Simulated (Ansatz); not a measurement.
**Cl2FHOZr: small, medium and large basis sets**

The task here is to estimate one member of a computed series from the others.

The runs use Ansatz 0.2.0, Gaussian basis; one geometry, several basis sets.

Plan: PBE0-D4/def2-SVP; ωB97M-V/def2-SVP; PBE0-D4/def2-QZVPP; ωB97M-V/def2-QZVPP; the functionals' def2-TZVPP values are taken from earlier runs.

## The relaxed structure

An earlier PBE0-D4 in a triple-zeta def2 set relaxation fixed the geometry. Zr takes the def2 core potential; no spin-orbit term is included.

SMILES `[OH][Zr]([F])([Cl])[Cl]`, 6 atoms, charge 0, spin multiplicity 1.

Atoms are counted from 1 here; the program's logs count them from 0.

Bond lengths: O1–Zr2 1.884 Å, O1–H6 0.954 Å, Zr2–F3 1.891 Å, Zr2–Cl4 2.344 Å, Zr2–Cl5 2.344 Å. Angles: Zr2–O1–H6 178.1°, O1–Zr2–F3 108.8°, O1–Zr2–Cl4 109.6°, O1–Zr2–Cl5 109.6°, F3–Zr2–Cl4 109.3°, F3–Zr2–Cl5 109.3°, Cl4–Zr2–Cl5 110.2°.

Set-up of the first run:

Contents of in.yaml:

```yaml
crystal:
  periodic: [false, false, false]
  atoms:
    - {symbol: O, position_ang: [-0.977794, 1.039216, -0.265775]}
    - {symbol: Zr, position_ang: [0.263916, -0.354503, -0.008607]}
    - {symbol: F, position_ang: [0.099214, -1.589584, -1.430944]}
    - {symbol: Cl, position_ang: [-0.184914, -1.441394, 2.019376]}
    - {symbol: Cl, position_ang: [2.437322, 0.523852, 0.009076]}
    - {symbol: H, position_ang: [-1.595644, 1.758413, -0.369227]}
basis:
  gaussian: {orbitals: def2-SVP}
hamiltonian: {xc: pbe0, dispersion: d4}
output: {orbitals: {seedname: orbitals}}
```

The run is started by

```
ansatz run in.yaml --threads 4 --pin off --events-out ev --progress --plain --max-ram 10444MiB
```

Among the steps run: PBE0-D4 in def2-SVP; ωB97M-V in def2-SVP; PBE0-D4 in def2-QZVPP; ωB97M-V in def2-QZVPP.

One of the session's tables, all rows but one given; the rest of the session is left out.

It belongs to the step «Density functionals: the series». 

```
functional       basis  HOMO (eV)
   PBE0-D4    def2-SVP      -9.26
   PBE0-D4  def2-TZVPP      -9.35
   PBE0-D4  def2-QZVPP      -9.37
   ωB97M-V    def2-SVP     -11.44
   ωB97M-V  def2-TZVPP     -11.58
   ωB97M-V  def2-QZVPP          ?
```

Q: Estimate the row for ωB97M-V, def2-QZVPP from the others.

As computed: HOMO (eV): -11.61. In the column «HOMO (eV)» it is the lowest.
